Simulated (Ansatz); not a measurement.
# FGeH4Si: the cost of one run

All numbers are computed with the Python package of Ansatz 0.2.0. Level of theory: Hartree-Fock/def2-SVP.

### Step 1. The structure

Bond lengths: F1–Ge2 1.715 Å, Ge2–Si3 2.310 Å, Ge2–H4 1.548 Å, Si3–H5 1.447 Å, Si3–H6 1.488 Å, Si3–H7 1.519 Å. Angles: F1–Ge2–Si3 110.3°, F1–Ge2–H4 112.7°, Si3–Ge2–H4 107.8°, Ge2–Si3–H5 110.6°, Ge2–Si3–H6 109.9°, Ge2–Si3–H7 108.9°, H5–Si3–H6 110.7°, H5–Si3–H7 109.7°, H6–Si3–H7 106.9°.

The script holds or builds the structure itself.

### Step 2. The script

scan_fgeh4si.py reads:

```python
# -*- coding: utf-8 -*-
"""Stretching a bond of FGeH4Si, the rest held rigid."""

import ansatz as az
import matplotlib.pyplot as plt
import numpy as np

GEOMETRY = """
F    -1.79970   -1.44650    0.93290
Ge   -0.23460   -1.36270    0.23750
Si    0.42520    0.84020    0.01350
H    -0.16810   -2.02070   -1.16210
H    -0.46740    1.55120   -0.87580
H     0.46740    1.49370    1.35020
H     1.83840    0.87700   -0.54190
"""

system = az.Crystal.molecule()
for line in GEOMETRY.strip().splitlines():
    symbol, *xyz = line.split()
    system = system.atom(symbol, [float(v) for v in xyz])

symbols = [site.symbol for site in system.cartesian_sites]
start = np.array([site.position_ang for site in system.cartesian_sites])
axis = (start[3] - start[1]) / np.linalg.norm(start[3] - start[1])
moving = [3]
lengths, energies = [1.32, 1.42, 1.55, 1.7, 1.93, 2.32, 2.79, 3.41], []
for length in lengths:
    xyz = start.copy()
    xyz[moving] += (length - np.linalg.norm(start[3] - start[1])) * axis
    point = az.Crystal.molecule()
    for symbol, xyz in zip(symbols, xyz):
        point = point.atom(symbol, xyz.tolist())
    job = (
        point.calculation()
        .basis(gaussian="def2-SVP")
        .functional("hf")
        .spin("collinear", total=1)
    )
    report = job.run(threads=1, pin="off").report
    energies.append(report["free_energy_ev"])
    print(f"r = {length:6.3f} A  E = {energies[-1]:.5f} eV  <S^2> = {abs(report['mean_field']['state']['spin_squared']):.3f}")

print("energy above the lowest point (eV):", [round(e - min(energies), 3) for e in energies])
plt.figure(figsize=(4.5, 3))
plt.plot(lengths, np.array(energies) - min(energies), "o-")
plt.xlabel("bond length (A)")
plt.ylabel("E - E(min) (eV)")
plt.tight_layout()
plt.savefig("scan.png", dpi=100)
```

### Step 3. The calls as engine input

The package turns the script's settings into the engine's input (first run):

```yaml
crystal:
  periodic: [false, false, false]
  atoms:
    - { symbol: F, position_ang: [-1.7997, -1.4465, 0.9329] }
    - { symbol: Ge, position_ang: [-0.2346, -1.3627, 0.2375] }
    - { symbol: Si, position_ang: [0.4252, 0.8402, 0.0135] }
    - { symbol: H, position_ang: [-0.1778941288788787, -1.9237896721458319, -0.9559667251296443] }
    - { symbol: H, position_ang: [-0.4674, 1.5512, -0.8758] }
    - { symbol: H, position_ang: [0.4674, 1.4937, 1.3502] }
    - { symbol: H, position_ang: [1.8384, 0.877, -0.5419] }
basis:
  gaussian:
    orbitals: def2-SVP
hamiltonian:
  xc: hf
magnetization:
  spin_polarized: true
  initial_magnetization: 1.0
```

### Step 4. The run

Run with:

```console
$ python scan_fgeh4si.py
```

Q: Estimate wall time and peak memory on 1 thread of Arm Neoverse V2, shared host.

About 21 s, with a peak of 0.3 GiB.
